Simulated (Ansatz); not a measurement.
The system is NbSi.

```
Nb Si
1.0
     3.15644    0.00000    0.00000
     0.00000    3.15644    0.00000
     0.00000    0.00000    3.15644
Nb Si
1 1
Direct
  0.00000 0.00000 0.00000
  0.50000 0.50000 0.50000
```

The cell was built by a generator and needn't be a form met in nature.

| Item | Value |
| --- | --- |
| Program | Ansatz 0.2.0 |
| Task | relaxation of cell and atoms |
| Functional | r2SCAN |
| Potentials or basis | Ansatz PAW |
| Cutoff | 500 eV (not typed: the program's choice for these potentials) |
| k mesh | 8 × 8 × 8 |
| Occupations | fermi-dirac, width 0.05 eV |
| Spin | no spin polarisation |
| Hubbard terms | Nb d U = 8 eV |

At the start: volume 15.72 Å³/atom.

Problem. Where does the relaxation end?

Solution. It ends after 5 steps and the volume is 17.03 Å³/atom (+8.3 %); space group Pm-3m (No. 221, to 0.05 Å).

Step by step:
```csv
step,energy change (eV),largest force (eV/Å),volume (Å³)
1,0.0000,0.0000,31.45
2,-0.0428,0.0000,34.41
3,-0.0437,0.0000,34.13
4,-0.0437,0.0000,34.05
5,-0.0447,0.0000,34.05
```

Final structure:
```
Nb Si
1.0
     3.24135    0.00000    0.00000
     0.00000    3.24135    0.00000
     0.00000    0.00000    3.24135
Nb Si
1 1
Direct
  0.00000 0.00000 0.00000
  0.50000 0.50000 0.50000
```

Caveat: the plane-wave basis is chosen anew once the cell has moved, so the energies of steps on either side of that aren't comparable; U without spin polarisation on a metal has little footing; the PAW data sets come from PBE, with cores solved anew for the run's functional, which leaves a small shift of forces and pressure; the U is typed as a test and isn't derived for this compound.
